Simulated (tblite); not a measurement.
# Al22H12N22 ((3,3) AlN nanotube piece): the cost of one run

Programs: tblite 0.8.0 and PySCF 2.14.0, with routines of our own; each step states its level. All values are computed. Atoms count from 0.

## 1. The system as given

56 atoms, charge 0, multiplicity 1; geometry from: force field, distance geometry or constructed start.

## 2. Geometry optimisation with GFN2-xTB

Job settings and geometry (Å):

```
{"job": {"kind": "relax", "xc": "GFN2-xTB", "basis": "xTB"}, "charge": 0, "multiplicity": 1}
Al     2.505100    -0.027600    -5.969900
N      1.892600     1.637300    -5.975200
Al     1.213800     2.209000    -4.405500
N     -0.532300     2.522600    -4.412700
N     -2.511400     0.856500    -2.841300
Al    -2.669500    -0.026300    -4.409100
N     -2.061700    -1.684500    -4.409800
N      0.369000    -2.567000    -2.843200
Al     1.211300    -2.265000    -4.406900
N      2.341600    -0.910100    -4.404900
Al     2.498100    -0.027000    -2.846800
N      1.893300     1.632700    -2.844700
Al     1.205200     2.212000    -1.277900
N     -0.529400     2.517600    -1.285600
Al    -1.376800     2.216400    -2.844500
N     -2.512300     0.858300     0.285200
Al    -2.665800    -0.023900    -1.282000
N     -2.062900    -1.689600    -1.283900
Al    -1.375200    -2.261100    -2.842200
N      0.368400    -2.568800     0.281600
Al     1.206300    -2.259100    -1.281400
N      2.343500    -0.907800    -1.283100
Al     2.503600    -0.021200     0.285500
N      1.891600     1.630400     0.277400
Al     1.209100     2.213900     1.841600
N     -0.537700     2.517300     1.843200
Al    -1.373900     2.213600     0.278200
N     -2.511000     0.858300     3.403700
Al    -2.665600    -0.025400     1.838700
N     -2.060700    -1.685800     1.844100
Al    -1.371000    -2.262300     0.277800
N      0.363700    -2.568400     3.402700
Al     1.207600    -2.262800     1.838800
N      2.346500    -0.910600     1.844400
Al     2.501400    -0.024000     3.399200
N      1.896300     1.636900     3.399600
Al     1.207800     2.211400     4.960200
N     -0.530700     2.520700     4.961700
Al    -1.373500     2.207400     3.402400
Al    -2.671000    -0.022400     4.965500
N     -2.061900    -1.688500     4.968100
Al    -1.368700    -2.268500     3.406200
Al     1.213500    -2.261900     4.960700
N      2.347000    -0.909800     4.962500
H      3.115300    -0.672700    -7.218100
H      1.932500     2.240400    -6.817300
H     -1.033100     2.853800    -5.252700
H     -3.285300     0.625500    -5.656400
H     -2.098800    -2.290000    -5.251900
H      0.958200    -3.122400    -5.656700
H      2.078800     2.415600     6.219500
H     -1.028900     2.855000     5.809600
H     -3.285400     0.622500     6.216500
H     -2.103800    -2.292000     5.806900
H      0.957000    -3.124000     6.217900
H      2.886400    -0.637600     5.810500
```

On the command line:

```console
$ OMP_NUM_THREADS=8 python large_run.py task.json out
```

One launch serves the whole session: the jobs run in the order shown.

Q: Estimate the wall time and peak memory of this first job on 8 threads of Arm Neoverse V2, shared host.

About 29 s, with a peak of 0.16 GiB.
